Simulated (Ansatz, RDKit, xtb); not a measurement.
# Isomers of C6H3F, a sample narrowed down

A sample of isomers of C6H3F is drawn. Aim: find which of them has the lowest free energy at 298.15 K, then its properties. The sample is small against all isomers, and the most stable one of this formula need not be in it.

The funnel: GFN2-xTB relaxations, single points with a density functional, relaxations at r2SCAN-D4/def2-SVP, harmonic vibrations (at GFN2-xTB), and a last energy at a higher level. All values are calculated.

### 1 Possible bonding patterns

Isomers were taken from a list of plausible structures; this is a sample, not all of them. That gives 4 candidates.

```csv
label,SMILES,spin
c139,C#CC(C#C)=CF,singlet
c300,Fc1cc2ccc1-2,singlet
c641,C#C/C=C(\F)C#C,singlet
c767,C#CC#CC(=C)F,singlet
```

Candidates are built by distance geometry, with a force field where one applies, in up to four conformers (letters a to d).

**Question.** With final energies at CCSD(T)/def2-SVP + MP2/def2-TZVPP - MP2/def2-SVP, which structure will this search put lowest in free energy, and by what margin?

| quantity | value |
| --- | --- |
| lowest structure found | C#CC#CC(=C)F, singlet |
| next finalist | C#C/C=C(\F)C#C, singlet, 3.4 kcal/mol higher in G |
| share at equilibrium, among the finalists | 99.6 % |

The lowest structure found is `C#CC#CC(=C)F`. The margin of 3.4 kcal/mol over the next finalist is beyond the usual error of the last level; it says nothing of structures that weren't ranked. GFN2-xTB, HF/STO-3G, r2SCAN-D4/def2-SVP, r2SCAN-D4/def2-SVP, relaxed, HF/def2-SVP and MP2/def2-SVP already put its bonding pattern lowest among the structures in one piece. The search is not exhaustive (a finite list of starts, one conformer a finalist), so a lower isomer can't be ruled out. Only 4 drawn patterns were tried, so whole families of isomers are missing, and the result ranks this sample alone.
